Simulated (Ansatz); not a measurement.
# C₂H₅Te radical: one species, many methods

An exercise on one series of results from a longer session: the logs are not shown, and one member is left open.

Computed with Ansatz 0.2.0, Gaussian basis. Level: functionals in def2-TZVPP, the program's frozen cores in correlated methods.

Levels to be run: LDA (SPW92), PBE-D4, revPBE-D4, BLYP-D4, r2SCAN-D4, B97M-V, PBE0-D4, B3LYP-D4, r2SCANh-D4, r2SCAN0-D4, HSE06-D4, BHLYP-D4, CAM-B3LYP-D4, LC-ωPBE, ωB97X-V, ωB97M-V, B2PLYP, PBE-QIDH; CCSD(T)/def2-SVP; CCSD(T)/def2-TZVPP; MP2/def2-QZVPP; extrapolation to the limit; RPA on PBE.

### The geometry

An earlier PBE0-D4 in a triple-zeta def2 set relaxation fixed the geometry. Te takes the def2 core potential; no spin-orbit term is included.

SMILES `[CH2][Te]C`, 8 atoms, charge 0, spin multiplicity 2.

Atoms are counted from 1 here; the program's logs count them from 0.

Bond lengths: C1–Te2 2.028 Å, C1–H4 1.081 Å, C1–H5 1.081 Å, Te2–C3 2.133 Å, C3–H6 1.089 Å, C3–H7 1.088 Å, C3–H8 1.088 Å. Angles: Te2–C1–H4 120.5°, Te2–C1–H5 119.3°, H4–C1–H5 120.2°, C1–Te2–C3 95.8°, Te2–C3–H6 107.6°, Te2–C3–H7 109.2°, Te2–C3–H8 109.2°, H6–C3–H7 109.9°, H6–C3–H8 109.9°, H7–C3–H8 110.9°.

Coordinates:

```
C    -0.7655    0.9315   -1.2356
Te    0.3221    1.3031    0.4349
C     0.6197   -0.7433    0.9558
H    -0.9742   -0.0849   -1.5396
H    -1.1331    1.7610   -1.8223
H     1.2097   -0.7677    1.8707
H     1.1597   -1.2426    0.1542
H    -0.3462   -1.2141    1.1260
```

Set-up of the first run:

The input, in.yaml:

```yaml
crystal:
  periodic: [false, false, false]
  atoms:
    - {symbol: C, position_ang: [-0.765482, 0.931452, -1.235648]}
    - {symbol: Te, position_ang: [0.322058, 1.303101, 0.434855]}
    - {symbol: C, position_ang: [0.619674, -0.743309, 0.955821]}
    - {symbol: H, position_ang: [-0.974193, -0.084852, -1.539551]}
    - {symbol: H, position_ang: [-1.133141, 1.761019, -1.822297]}
    - {symbol: H, position_ang: [1.209694, -0.767681, 1.870691]}
    - {symbol: H, position_ang: [1.159654, -1.242609, 0.154195]}
    - {symbol: H, position_ang: [-0.346164, -1.214119, 1.126034]}
basis:
  gaussian: {orbitals: def2-TZVPP}
magnetization: {spin_polarized: true, initial_magnetization: 1}
hamiltonian: {xc: lda}
output: {orbitals: {seedname: orbitals}}
```

Among the steps run: LDA; PBE-D4 (GGA); revPBE-D4 (GGA); BLYP-D4 (GGA); r2SCAN-D4 (meta-GGA); B97M-V (meta-GGA); PBE0-D4 (hybrid); B3LYP-D4 (hybrid); r2SCANh-D4 (hybrid); r2SCAN0-D4 (hybrid); HSE06-D4 (hybrid); BHLYP-D4 (hybrid); CAM-B3LYP-D4 (range-separated); LC-ωPBE (range-separated); ωB97X-V (range-separated); ωB97M-V (range-separated); B2PLYP (double hybrid); PBE-QIDH (double hybrid).

One of the session's tables, all rows but one given; the rest of the session is left out.

It belongs to the step «Orbital energies across the functionals». 

```
  functional  HOMO (eV)  LUMO (eV)  gap (eV)
 LDA (SPW92)      -3.81      -2.86      0.95
      PBE-D4      -3.79      -2.45      1.34
   revPBE-D4      -3.75      -2.33      1.42
     BLYP-D4      -3.61      -2.38      1.23
   r2SCAN-D4      -4.14      -1.91      2.23
      B97M-V      -4.03      -2.16      1.87
     PBE0-D4      -4.95      -1.42      3.54
    B3LYP-D4          ?          ?         ?
  r2SCANh-D4      -4.56      -1.55      3.01
  r2SCAN0-D4      -5.18      -1.01      4.17
    HSE06-D4      -4.56      -1.80      2.76
    BHLYP-D4      -5.90      -0.37      5.53
CAM-B3LYP-D4      -6.18      -0.42      5.76
     LC-ωPBE      -7.54       0.87      8.40
     ωB97X-V      -7.10       0.50      7.59
     ωB97M-V      -6.93       0.35      7.29
```

Estimate the missing values for B3LYP-D4.

Worked estimate for «HOMO (eV)». Against the share of exact exchange, BLYP-D4 (0, -3.61), BHLYP-D4 (0.5, -5.90) give a slope of -4.58 per unit share; at 0.2 the line stands at -4.53.

The run gave: HOMO (eV): -4.69; LUMO (eV): -1.76; gap (eV): 2.94. In «HOMO (eV)» the line misses by +0.16.
